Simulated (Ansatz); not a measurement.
# CH5Ga: the cost of one run

Method: RKS BHLYP-D4/def2-SVP, in Ansatz 0.2.0.

### Step 1. The system as given

Bond lengths: Ga1–C2 2.180 Å, C2–H3 1.110 Å, C2–H4 1.110 Å, C2–H5 1.110 Å, Ga1–H6 1.770 Å, Ga1–H7 1.570 Å. Angles: Ga1–C2–H3 70.7°, Ga1–C2–H4 134.6°, Ga1–C2–H5 112.9°, H3–C2–H4 109.4°, H3–C2–H5 109.4°, H4–C2–H5 109.4°, C2–Ga1–H6 43.9°, C2–Ga1–H7 160.4°, H6–Ga1–H7 155.6°.

As a file:

```xyz
7

Ga    0.0000    0.0000    0.0000
C     1.4139    0.0000    1.6593
H     0.4143   -0.3092    2.0298
H     2.1815   -0.7111    2.0298
H     1.6459    1.0203    2.0298
H     1.7614    0.0000    0.1740
H    -1.3596    0.0000   -0.7850
```

### Step 2. Pulling towards end A

Springs on the bonds that form and break draw the guess towards this end; the thresholds are loose.

Input file input.yaml:

```yaml
crystal:
  periodic: [false, false, false]
  atoms:
    - { symbol: Ga, position_ang: [0.0, 0.0, 0.0] }
    - { symbol: C, position_ang: [1.4139, 0.0, 1.6593] }
    - { symbol: H, position_ang: [0.4143, -0.3092, 2.0298] }
    - { symbol: H, position_ang: [2.1815, -0.7111, 2.0298] }
    - { symbol: H, position_ang: [1.6459, 1.0203, 2.0298] }
    - { symbol: H, position_ang: [1.7614, 0.0, 0.174] }
    - { symbol: H, position_ang: [-1.3596, 0.0, -0.785] }
basis:
  gaussian: { orbitals: def2-SVP }
hamiltonian:
  xc: { name: BHLYP }
  dispersion: d4
relax:
  f_tol: 0.15
  max_steps: 25
  restrain:
    - { distance: [1, 5], at: 2.31, k: 30.0 }
    - { distance: [0, 1], at: 1.98, k: 30.0 }
    - { distance: [0, 5], at: 1.57, k: 30.0 }
output:
  orbitals: {}
```

The run is started by

```bash
> ansatz run input.yaml --threads 1 --pin off --max-ram 2048MiB --backend cpu --events-out ev --progress --plain --runs-dir out
```

What time and memory should one allow on 1 thread of Intel Xeon 6975P-C (Granite Rapids), shared host?

About 14 s, with a peak of 0.15 GiB.
